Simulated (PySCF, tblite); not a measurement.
# C₆H₁₆N₂Si: geometry, infrared bands and NMR shifts

Aim: predict the infrared bands and NMR shifts of C₆H₁₆N₂Si (`C=CN(NC)[Si](C)(C)C`).

Programs: tblite 0.8.0 and PySCF 2.14.0, with density-fitted response routines of our own. Each step states its level of theory. These are calculated values for one molecule in the gas phase, unless marked as measured. Atoms count from 0, in the outputs and in this text.

### 1 Starting geometry

25 atoms, charge 0, multiplicity 1; geometry from: force field or distance geometry start.

Bonds of the start (Å): C0–C1 1.35, C1–N2 1.39, N2–N3 1.41, N3–C4 1.45, N2–Si5 1.75, Si5–C6 1.86, Si5–C7 1.86, Si5–C8 1.86, C0–H9 1.07, C0–H10 1.08, C1–H11 1.09, N3–H12 1.03, C4–H13 1.10, C4–H14 1.10, C4–H15 1.09, C6–H16 1.09, C6–H17 1.09, C6–H18 1.10, C7–H19 1.09, C7–H20 1.10, C7–H21 1.09, C8–H22 1.11, C8–H23 1.11, C8–H24 1.09.

### 2 Geometry optimisation with GFN2-xTB

Job settings and geometry (Å):

```
{"job": {"kind": "relax", "xc": "GFN2-xTB", "basis": "xTB"}, "charge": 0, "multiplicity": 1}
C      2.417500     1.395200     1.342000
C      1.143500     1.193500     0.934200
N      0.568000     0.091600     0.315200
N      1.368600    -1.034400     0.019100
C      2.106000    -0.860400    -1.215300
Si    -1.140400    -0.107600    -0.023400
C     -1.458800    -1.718400    -0.896600
C     -1.653700     1.326800    -1.095800
C     -2.023100    -0.067800     1.617700
H      3.190100     0.666100     1.204400
H      2.677700     2.327400     1.827100
H      0.428800     1.985500     1.138400
H      2.011300    -1.218600     0.806900
H      1.435900    -0.703000    -2.072900
H      2.805800    -0.012100    -1.172400
H      2.682900    -1.763200    -1.418900
H     -2.528000    -1.836900    -1.089700
H     -0.937300    -1.774500    -1.852400
H     -1.140000    -2.570800    -0.279900
H     -1.504100     2.281000    -0.586000
H     -2.723600     1.248900    -1.353700
H     -1.087300     1.340900    -2.030500
H     -1.861500     0.895900     2.143000
H     -3.112000    -0.198400     1.472300
H     -1.677300    -0.862500     2.276500
```

Command:

```
OMP_NUM_THREADS=1 python probes_run.py task.json out
```

This one command runs all jobs of the session in turn.

**Question.** This job is followed by: GFN2-xTB harmonic vibrations, gas phase; GIAO PBE0/pcSseg-1 NMR shielding, non-relativistic, gas phase. What will the session give for the following? strongest single infrared mode (GFN2-xTB); zero-point energy (GFN2-xTB); 13C shifts against TMS (PBE0/pcSseg-1, means over atoms taken as alike); 1H shifts against TMS (PBE0/pcSseg-1, means over atoms taken as alike); 15N shifts against NH3 (PBE0/pcSseg-1); 29Si shifts against TMS (PBE0/pcSseg-1); surface potential, 1st and 99th percentile.

The runs gave:

| quantity | value |
| --- | --- |
| strongest single infrared mode (GFN2-xTB) | 873 cm⁻¹, 278 km/mol |
| zero-point energy (GFN2-xTB) | 133.1 kcal/mol |
| 13C shifts against TMS (PBE0/pcSseg-1, means over atoms taken as alike) | 142.8, 80.4, 37.6, 0.5 ppm |
| 1H shifts against TMS (PBE0/pcSseg-1, means over atoms taken as alike) | 6.20, 3.97, 3.77, 2.73, 2.64, 0.14 ppm |
| 15N shifts against NH3 (PBE0/pcSseg-1) | 136.8, 83.5 ppm |
| 29Si shifts against TMS (PBE0/pcSseg-1) | 10.9 ppm |
| surface potential, 1st and 99th percentile | -1.01 V and 1.11 V |

In words: The optimisation took 54 steps and gained 0.173 eV; among the close pairs (by a distance rule), Si5–C7 changed most, from 1.863 to 1.911 Å. The lowest mode is imaginary (20i cm⁻¹), so the xTB geometry is not a minimum. The strongest single mode, at 873 cm⁻¹, has its largest shares on H16, Si5, H20 and H23 (the list is cut at 4 atoms). GFN2-xTB is a fitted tight-binding method: band positions and strengths are rough. Its intensities can rank the bands wrongly. The most deshielded carbon is C1 (alkene carbon bearing nitrogen), at 142.8 ppm: an sp2 carbon further deshielded by the attached heteroatom. The most deshielded hydrogen is H11 (hydrogen on an alkene carbon bearing nitrogen), at 6.20 ppm: a vinylic proton, deshielded by the sp2 carbon and the C=C anisotropy. At PBE0/pcSseg-1: The widest tensor belongs to C1: span 211 ppm, with a paramagnetic part of -210 ppm.
